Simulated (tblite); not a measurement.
# C7H16PSi: the cost of one run

The runs use tblite 0.8.0 and PySCF 2.14.0, with density-fitted response routines of our own; the level of theory stands in each step. All values are computed, except where a source is named. Atoms count from 0, in the outputs and in this text.

## (1) The molecule as given

25 atoms, charge 1, multiplicity 1; geometry from: force field or distance geometry start.

Bonds of the start (Å): C0–C1 1.50, C1–C2 1.50, C1–C3 1.50, C1–C4 1.51, C4–C5 1.35, C5–P6 1.79, P6–C7 1.79, C7–Si8 1.87, P6–C4 1.80, C0–H9 1.11, C0–H10 1.12, C0–H11 1.12, C2–H12 1.09, C2–H13 1.12, C2–H14 1.11, C3–H15 1.13, C3–H16 1.11, C3–H17 1.11, C5–H18 1.10, P6–H19 1.42, C7–H20 1.12, C7–H21 1.12, Si8–H22 1.48, Si8–H23 1.48, Si8–H24 1.47.

## (2) Relaxing the molecule with GFN2-xTB

The job: settings as JSON, then the geometry in Å.

```
{"job": {"kind": "relax", "xc": "GFN2-xTB", "basis": "xTB"}, "charge": 1, "multiplicity": 1}
C     -2.429500     1.364000     0.579100
C     -1.635000     0.089100     0.498900
C     -2.011700    -0.565700    -0.802600
C     -2.102800    -0.783400     1.619900
C     -0.146900     0.355400     0.560700
C      0.832200     1.279300     0.629800
P      1.489100    -0.383400     0.529000
C      2.308400    -0.730300    -1.021700
Si     4.072900    -0.125200    -0.892300
H     -1.741900     2.216000     0.370700
H     -2.907700     1.448700     1.591300
H     -3.268400     1.348900    -0.164200
H     -1.831500    -1.634200    -0.730100
H     -3.111800    -0.391600    -0.913600
H     -1.528500    -0.062600    -1.671200
H     -1.612500    -0.428500     2.568600
H     -1.947700    -1.870800     1.452100
H     -3.196600    -0.629100     1.732700
H      1.066900     2.355400     0.714200
H      1.988500    -0.981300     1.712400
H      2.282700    -1.832300    -1.240200
H      1.851400    -0.167500    -1.879300
H      4.225100     1.193900    -1.539500
H      5.012400    -1.112700    -1.458800
H      4.331800     0.072100     0.542000
```

On the command line:

```sh
$ OMP_NUM_THREADS=1 python probes_run.py task.json out
```

One launch serves the whole session: the jobs run in the order shown.

Q: Estimate the wall time of this first job on 1 thread of Arm Neoverse V1, shared host.

About 1.5 s.
